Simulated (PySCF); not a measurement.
**Eu(CH3)2: other functionals and bases at one geometry**

How far do other levels of theory move the description of Eu(CH3)2, and what does each cost? The species was built from a template and needn't be a known compound.

Computed with PySCF 2.14.0. Level: several levels, as the steps say, no spin–orbit coupling.

1 further run of the same task is left out (for a known fault of the program).

### 1 The starting structure

9 atoms, charge 0, spin multiplicity 1.

Bond lengths: Eu1–C2 2.542 Å, Eu1–C6 2.542 Å, C2–H3 1.109 Å, C2–H4 1.109 Å, C2–H5 1.109 Å, C6–H7 1.109 Å, C6–H8 1.109 Å, C6–H9 1.109 Å. Angles: C2–Eu1–C6 108.3°, Eu1–C2–H3 117.7°, Eu1–C2–H4 110.5°, Eu1–C2–H5 110.5°, H3–C2–H4 106.1°, H3–C2–H5 106.1°, H4–C2–H5 105.3°, Eu1–C6–H7 117.7°, Eu1–C6–H8 110.5°, Eu1–C6–H9 110.5°, H7–C6–H8 106.1°, H7–C6–H9 106.1°, H8–C6–H9 105.3°.

Geometry (Å):

```mol
C2H6Eu
  3D, bonds by distance, orders not assigned

  9  8  0  0  0  0  0  0  0  0999 V2000
    0.0000    0.0000   -0.6413 Eu  0  0
    2.0598   -0.0000    0.8478 C   0  0
    3.0522   -0.0000    0.3535 H   0  0
    2.0516    0.8815    1.5208 H   0  0
    2.0516   -0.8815    1.5208 H   0  0
   -2.0598    0.0000    0.8478 C   0  0
   -3.0522    0.0000    0.3535 H   0  0
   -2.0516   -0.8815    1.5208 H   0  0
   -2.0516    0.8815    1.5208 H   0  0
  1  2  8  0
  1  6  8  0
  2  3  8  0
  2  4  8  0
  2  5  8  0
  6  7  8  0
  6  8  8  0
  6  9  8  0
M  END
```

Formal oxidation states: Eu +2. Each metal's 7 4f electrons lie in its core potential, so multiplicities, spins and levels count the valence alone. An earlier session relaxed this geometry at PBE0, Eu lcecp-0-SVP with ECP53, C def2-SVP, H def2-SVP (singlet, point group C2v).

At PBE0 on the finer grid: E = -108.967388 Eh, frontier levels not given, since the 4f levels lie in the core, Mulliken charge on Eu1 +0.80 e, largest force component 0.020 eV/Å. 

Levels to run: PBE; TPSS; PBE0, TZVP. Hardware: 2 threads of Arm Neoverse V2, shared host.

### 2 PBE

Contents of run.py (the lines that set the calculation):

```python
mol = gto.M(atom='''
Eu     0.00000     0.00000    -0.64134
C      2.05975     0.00000     0.84781
H      3.05220     0.00000     0.35355
H      2.05156     0.88148     1.52075
H      2.05156    -0.88148     1.52075
C     -2.05975     0.00000     0.84781
H     -3.05220     0.00000     0.35355
H     -2.05156    -0.88148     1.52075
H     -2.05156     0.88148     1.52075''',
    basis={'Eu': 'lcecp-0-SVP', 'C': 'def2-SVP', 'H': 'def2-SVP'},
    ecp={'Eu': 'lcecp-0-SVP'},
    charge=0, spin=0)
mf = dft.RKS(mol, xc='PBE')
mf.grids.atom_grid = (75, 302)  # f atoms: unpruned, at least (60, 302)
mf = mf.density_fit()  # fitting sets: Eu AutoAux, C def2-universal-JKFIT, H def2-universal-JKFIT
mf.conv_tol = 1e-08; mf.max_cycle = 55
mf.kernel(dm0)  # dm0: the density of the relaxed state
```

Run with:

```console
$ OMP_NUM_THREADS=2 python run.py
```

### 3 TPSS

Changes to run.py (the lines that set the calculation) since step 2:

```diff
@@ -13,3 +13,3 @@
     charge=0, spin=0)
-mf = dft.RKS(mol, xc='PBE')
+mf = dft.RKS(mol, xc='TPSS')
 mf.grids.atom_grid = (75, 302)  # f atoms: unpruned, at least (60, 302)
```

### 4 PBE0, TZVP

Basis: Eu lcecp-0-TZVP with ECP53, C def2-TZVP, H def2-TZVP. 

Changes to run.py (the lines that set the calculation) since step 3:

```diff
@@ -10,6 +10,6 @@
 H     -2.05156     0.88148     1.52075''',
-    basis={'Eu': 'lcecp-0-SVP', 'C': 'def2-SVP', 'H': 'def2-SVP'},
-    ecp={'Eu': 'lcecp-0-SVP'},
+    basis={'Eu': 'lcecp-0-TZVP', 'C': 'def2-TZVP', 'H': 'def2-TZVP'},
+    ecp={'Eu': 'lcecp-0-TZVP'},
     charge=0, spin=0)
-mf = dft.RKS(mol, xc='TPSS')
+mf = dft.RKS(mol, xc='PBE0')
 mf.grids.atom_grid = (75, 302)  # f atoms: unpruned, at least (60, 302)
@@ -17,2 +17,2 @@
 mf.conv_tol = 1e-08; mf.max_cycle = 55
-mf.kernel(dm0)  # dm0: the density of the relaxed state
+mf.kernel(dm0)  # dm0: free metal ions and neutral atoms
```

**Question.** What will these runs give? Wanted: for each run, charge on Eu1; dipole; largest force.

**Answer**, as computed:

| level | state | charge on Eu1 (e) | dipole (D) | largest force (eV/Å) | basis functions | time |
| --- | --- | --- | --- | --- | --- | --- |
| PBE0 (relaxed here) | singlet | 0.80 | 6.18 | 0.02 | 89 | 11 s |
| PBE | singlet | 0.65 | 5.40 | 0.20 | 89 | 4.2 s |
| TPSS | singlet | 0.74 | 5.86 | 0.22 | 89 | 6.3 s |
| PBE0, TZVP | singlet | 1.19 | 6.56 | 0.27 | 145 | 9.2 s |

Times are on 2 threads of Arm Neoverse V2, shared host; the first row also made further properties.

The largest leftover force, 0.27 eV/Å with PBE0, TZVP, stands at a geometry relaxed at another level. The Mulliken charge on Eu spans +0.65 to +1.19 e over the levels. With 4f in the core, its levels are missing from HOMO and gap. Total energies of different levels can't be compared. Spin–orbit coupling is left out throughout.
